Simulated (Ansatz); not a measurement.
# CH₄ClFGeO: a ladder of functionals and wavefunction methods

How much do the methods differ for CH₄ClFGeO? The plan is to run it at one geometry with functionals of several rungs and with coupled cluster, and see how far each lands from CCSD(T) at the basis-set limit for the atomisation energy.

Method: functionals in def2-TZVPP, the program's frozen cores in correlated methods; program: Ansatz 0.2.0, Gaussian basis.

Levels to be run: LDA (SPW92), PBE-D4, revPBE-D4, BLYP-D4, r2SCAN-D4, B97M-V, PBE0-D4, B3LYP-D4, r2SCANh-D4, r2SCAN0-D4, HSE06-D4, BHLYP-D4, CAM-B3LYP-D4, LC-ωPBE, ωB97X-V, ωB97M-V, B2PLYP, PBE-QIDH; CCSD(T)/def2-SVP; CCSD(T)/def2-TZVPP; MP2/def2-QZVPP; extrapolation to the limit; RPA on PBE.

## Step 1: Structure used throughout

The geometry comes from an earlier relaxation with PBE0-D4 in a triple-zeta def2 set; it is a stationary point, not always the lowest conformer.

SMILES `C[O][GeH]([F])[Cl]`, 9 atoms, charge 0, spin multiplicity 1.

Atoms are counted from 1 here; the program's logs count them from 0.

Bond lengths: C1–O2 1.415 Å, C1–H6 1.096 Å, C1–H7 1.095 Å, C1–H8 1.091 Å, O2–Ge3 1.745 Å, Ge3–F4 1.716 Å, Ge3–Cl5 2.133 Å, Ge3–H9 1.527 Å. Angles: O2–C1–H6 111.9°, O2–C1–H7 111.7°, O2–C1–H8 107.2°, H6–C1–H7 108.9°, H6–C1–H8 108.4°, H7–C1–H8 108.7°, C1–O2–Ge3 121.3°, O2–Ge3–F4 104.0°, O2–Ge3–Cl5 110.0°, O2–Ge3–H9 115.1°, F4–Ge3–Cl5 107.8°, F4–Ge3–H9 108.9°, Cl5–Ge3–H9 110.6°.

Coordinates:

```mol
CH4ClFGeO
  3D, bonds by distance, orders not assigned

  9  8  0  0  0  0  0  0  0  0999 V2000
    0.1959    1.0865    0.9088 C   0  0
   -0.3312   -0.2195    0.7703 O   0  0
   -0.1338   -1.1258   -0.7080 Ge  0  0
   -1.2702   -2.4041   -0.5653 F   0  0
   -0.7052    0.0712   -2.3782 Cl  0  0
    1.2911    1.0927    0.8623 H   0  0
   -0.1944    1.7646    0.1434 H   0  0
   -0.1088    1.4545    1.8893 H   0  0
    1.2565   -1.7201   -0.9226 H   0  0
  1  2  8  0
  2  3  8  0
  3  4  8  0
  3  5  8  0
  1  6  8  0
  1  7  8  0
  1  8  8  0
  3  9  8  0
M  END
```

## Step 2: LDA

This LDA is Slater exchange with PW92 correlation.

File in.yaml:

```yaml
crystal:
  periodic: [false, false, false]
  atoms:
    - {symbol: C, position_ang: [0.195947, 1.086507, 0.908809]}
    - {symbol: O, position_ang: [-0.331221, -0.219485, 0.770310]}
    - {symbol: Ge, position_ang: [-0.133761, -1.125836, -0.708046]}
    - {symbol: F, position_ang: [-1.270196, -2.404053, -0.565318]}
    - {symbol: Cl, position_ang: [-0.705156, 0.071165, -2.378199]}
    - {symbol: H, position_ang: [1.291067, 1.092688, 0.862348]}
    - {symbol: H, position_ang: [-0.194387, 1.764593, 0.143372]}
    - {symbol: H, position_ang: [-0.108828, 1.454493, 1.889325]}
    - {symbol: H, position_ang: [1.256534, -1.720071, -0.922601]}
basis:
  gaussian: {orbitals: def2-TZVPP}
hamiltonian: {xc: lda}
output: {orbitals: {seedname: orbitals}}
```

Command:

```bash
$ ansatz run in.yaml --threads 4 --pin off --events-out ev --progress --plain --max-ram 10444MiB
```

The runs that follow: PBE-D4 (GGA); revPBE-D4 (GGA); BLYP-D4 (GGA); r2SCAN-D4 (meta-GGA); B97M-V (meta-GGA); B3LYP-D4 (hybrid); r2SCANh-D4 (hybrid); r2SCAN0-D4 (hybrid); HSE06-D4 (hybrid); BHLYP-D4 (hybrid); CAM-B3LYP-D4 (range-separated); LC-ωPBE (range-separated); ωB97X-V (range-separated); ωB97M-V (range-separated); B2PLYP (double hybrid); PBE-QIDH (double hybrid); CCSD(T) in def2-SVP; CCSD(T) in def2-TZVPP; MP2 in def2-QZVPP; RPA on PBE orbitals.

Before running them: what should the planned runs give, taken together? Wanted: atomisation energy, CCSD(T)/CBS; farthest beyond LDA; mean size of error, GGA; mean size of error, meta-GGA; mean size of error, hybrid; mean size of error, range-separated; mean size of error, double hybrid; gap, smallest and largest; T1 diagnostic.

The runs gave:

```
                               quantity                                                                    value
        atomisation energy, CCSD(T)/CBS                                                            3176.1 kJ/mol
 functionals within 31.8 kJ/mol (1.0 %)  r2SCAN-D4, B97M-V, r2SCANh-D4, HSE06-D4, CAM-B3LYP-D4, ωB97X-V, ωB97M-V
                    farthest beyond LDA                                                 BHLYP-D4 (-145.0 kJ/mol)
                mean size of error, GGA                                                              43.4 kJ/mol
           mean size of error, meta-GGA                                                               4.4 kJ/mol
             mean size of error, hybrid                                                              58.0 kJ/mol
    mean size of error, range-separated                                                              15.9 kJ/mol
      mean size of error, double hybrid                                                              44.8 kJ/mol
              gap, smallest and largest                                5.56 eV (LDA (SPW92)), 13.55 eV (LC-ωPBE)
                          T1 diagnostic                                                                   0.0115
triples share of the correlation energy                                                                    3.5 %
```

LDA overbinds by 486.7 kJ/mol (15 %). PBE-D4 misses by +39.7 kJ/mol. Double hybrids carry the basis error of their MP2 part in triple zeta, and no dispersion term here, so their miss is partly the set-up's. The rungs meta-GGA, range-separated miss on average by less than the doubt on the reference (31.8 kJ/mol), so they tie. Misses under about 31.8 kJ/mol are within the doubt on the reference itself, which lacks core-valence correlation, relativity and higher excitations, and its outer-core shells are covered unevenly. Hartree-Fock recovers 71 % of the binding; the rest is correlation. CCSD(T) in def2-SVP is off by -209.1 kJ/mol, more than most functionals: a good method in a small basis is no reference. Orbital gaps span 5.6 to 13.6 eV; exact exchange widens them. Correlated methods include outer-core shells of Ge, which these sets cover unevenly.
